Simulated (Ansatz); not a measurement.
**Ga, relaxed**

The start is Ga, a borrowed structure type, volume estimated. Where does it settle when we relax cell and atoms, and what is it like there?

All numbers below are computed with Ansatz 0.2.0 (DFT, r2SCAN, no spin polarisation, plane waves, PAW).

### 1 The structure

The structure is cubic, space group Fd-3m (No. 227). The conventional cell has a = 5.610 Å, b = 5.610 Å, c = 5.610 Å, α = 90.00°, β = 90.00°, γ = 90.00°. Around Ga (site symmetry -43m) lie 4 Ga at 2.43 Å.

The coordinates stand in the input below.

The first density is read from a saved solution for the starting cell.

### 2 Relaxing

input.yaml reads:

```yaml
crystal:
  lattice:
    - [0.0, 2.804961, 2.804961]
    - [2.804961, 0.0, 2.804961]
    - [2.804961, 2.804961, 0.0]
  atoms:
    - { symbol: Ga, position: [0.0, 0.0, 0.0] }
    - { symbol: Ga, position: [0.25, 0.25, 0.25] }
  symmetry: { tolerance: 0.0003 }
kpoints:
  mp_grid: { grid: [8, 8, 8], shift: [0, 0, 0] }
magnetization:
  spin_polarized: false
scf:
  occupations: { method: fermi_dirac, width: 0.0143 }
  lower_state_search: "off"
hamiltonian:
  pseudopotentials: { kind: paw }
  xc: r2scan
basis:
  ecutwfc: 500
  fft_grid_basis: typed
relax:
  max_steps: 40
  cell: { p_target: 0.0 }
output:
  forces: true
  stress: true
  eigenvalues: true
  bader: true
  populations: true
  elf: true
  write_potential: true
  volumetric_format: npy
  dos:
    e_range: [-12, 8]
    de: 0.05
    projected: { site_lists: { Ga: [Ga] } }
  write_density: true
checkpoint:
  read: saved_state
```

Started as:

```sh
ansatz run input.yaml --threads 2 --pin off --max-ram 2560MiB --backend cpu --events-out ev --progress --plain --runs-dir out
```

Before running it: what results should come out? Wanted: moves; energy gained; largest move; cell; volume; pressure at the end; character.

As calculated:

| quantity | value |
| --- | --- |
| moves | 3 |
| energy gained | 27.2 meV/atom |
| largest move | 0.00 Å |
| space group (0.01 Å), before / after | Fd-3m / Fd-3m |
| cell | a = 4.082 Å, b = 4.082 Å, c = 4.082 Å, α = 60.00°, β = 60.00°, γ = 60.00° |
| volume | 24.05 Å³/atom (+9.0 %) |
| pressure at the end | 0.03 GPa |
| character | metal |
| density of states, mean within 0.25 eV of the Fermi level | 1.3 per eV per cell |

**Reading.** The volume grew by 9.0 %, and the atoms end where they began within the cell; the energy fell by 27.2 meV per atom. The run held to 48 symmetry operations, so a lower structure without them is not ruled out. The cell is metallic; within 0.25 eV of the Fermi level the density of states averages 1.3 per eV per cell, mostly Ga p (93 %).
